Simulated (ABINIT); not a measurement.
HfMoC2:

```
Hf Mo C
1.0
     3.19142    0.00000    0.00000
     0.00000    3.19142    0.00000
     0.00000    0.00000    4.48516
Hf Mo C
1 1 2
Cartesian
  0.0000 0.0000 0.0000
  1.5957 1.5957 2.2426
  1.5957 1.5957 0.0000
  0.0000 0.0000 2.2426
```

The cell comes from a database or a generator and needn't be the stable form of this composition.

| Quantity | Value |
| --- | --- |
| Program | ABINIT 10.8.3 (patched build) |
| Task | single point |
| Functional | PBE |
| Potentials or basis | JTH PAW PBE v2.0 |
| Cutoff | 517 eV |
| k mesh | 8 × 8 × 6 |
| Occupations | fermi-dirac, width 0.05 eV |
| Spin | no spin polarisation |

On this cell: pressure -1.2 GPa; largest force under 0.003 eV/Å; band gap on the k mesh none (metal or under the smearing width).

The same run follows on a disturbed copy (atoms moved at random, drawn with an rms of 0.05 Å):

```
CELL_PARAMETERS angstrom
3.19142 0.00000 0.00000
0.00000 3.19142 0.00000
0.00000 0.00000 4.48516
ATOMIC_POSITIONS crystal
Hf 0.99128 0.00120 0.99060
Mo 0.50708 0.49844 0.50548
C 0.49023 0.47725 0.01013
C 0.01134 0.99367 0.49604
```

Problem. What changes?

Solution. The energy (extrapolated to zero smearing) moves by +23.8 meV/atom; pressure -0.6 GPa; largest force 1.294 eV/Å; band gap on the k mesh none (metal or under the smearing width).

Forces in eV/Å, atoms in the order of the input:
```
Hf   0.282 -0.836  0.946
Mo  -0.309 -0.151 -0.559
C    0.266  1.017 -0.516
C   -0.239 -0.030  0.129
```

Stress tensor (GPa, compression positive):
```
 0.77  0.03  0.15
 0.03  0.73  0.09
 0.15  0.09 -3.21
```

Caveats: the highest band is partly filled, so the run has too few bands (some runs).
